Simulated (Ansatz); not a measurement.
Predict the output of the script below (the Ansatz DFT code, driven from Python).

The script, `cab2.py`:
```python
"""Pulling the layers of CaB2 apart."""

import ansatz as az
import numpy as np

VECTORS = np.array([
    [3.22643, 0.0, 0.0],
    [-1.613215, 2.794171, 0.0],
    [0.0, 0.0, 4.067392],
])
SITES = [
    ("Ca", (0.0, 0.0, 0.0)),
    ("B", (1 / 3, 2 / 3, 0.5)),
    ("B", (2 / 3, 1 / 3, 0.5)),
]


def crystal_on(cell):
    crystal = az.Crystal(lattice=az.Lattice.of(cell))
    for symbol, position in SITES:
        crystal = crystal.atom(symbol, position)
    return crystal


def main() -> None:
    block = crystal_on(VECTORS).supercell(1, 1, 1).resolved()
    cell0 = np.array(block.lattice.vectors)
    xyz = np.array([site.position for site in block.sites]) @ cell0
    normal = np.cross(cell0[0], cell0[1])
    area = np.linalg.norm(normal)
    normal *= np.sign(normal @ cell0[2]) / area
    # the atoms stay where they are; only the third vector changes
    energies = []
    for amount in [0, 1.0, 2.0, 3.0, 5.0]:
        cell = cell0.copy()
        cell[2] += amount * normal
        moved = az.Crystal(lattice=az.Lattice.of(cell))
        for site, fraction in zip(block.sites, xyz @ np.linalg.inv(cell)):
            moved = moved.atom(site.symbol, fraction)
        base = (
            moved.calculation()
            .functional("PBE")
            .basis(41 * az.Ry)
            .occupations("Fermi-Dirac", width=0.15)
            .scf(tolerance=1e-07)
            .kpoints(6, 6, 4)
        )
        energies.append(base.run(threads=1, pin="off").report["free_energy_ev"])
        print(f"gap {amount:4.2f} A: {(energies[-1] - energies[0]) / area * 16.02177:8.4f} J/m^2")


if __name__ == "__main__":
    main()
```

Running `python cab2.py` prints:
```text
gap 0.00 A:   0.0000 J/m^2
gap 1.00 A:   2.0506 J/m^2
gap 2.00 A:   3.7167 J/m^2
gap 3.00 A:   4.2995 J/m^2
gap 5.00 A:   4.4806 J/m^2
```

Reading the output:
- The structure comes from a database of computed cells and needn't be a stable or known phase.
- Levels are Kohn-Sham eigenvalues on this mesh.
- The atoms are held rigidly, so these energies lie above those of relaxed faces or faults.
- Wall time of the script: 7.9 s on 1 thread of Arm Neoverse V2 (shared host), peak memory 0.42 GiB.

(Lines on the test bed's own set-up are left out of the output.)
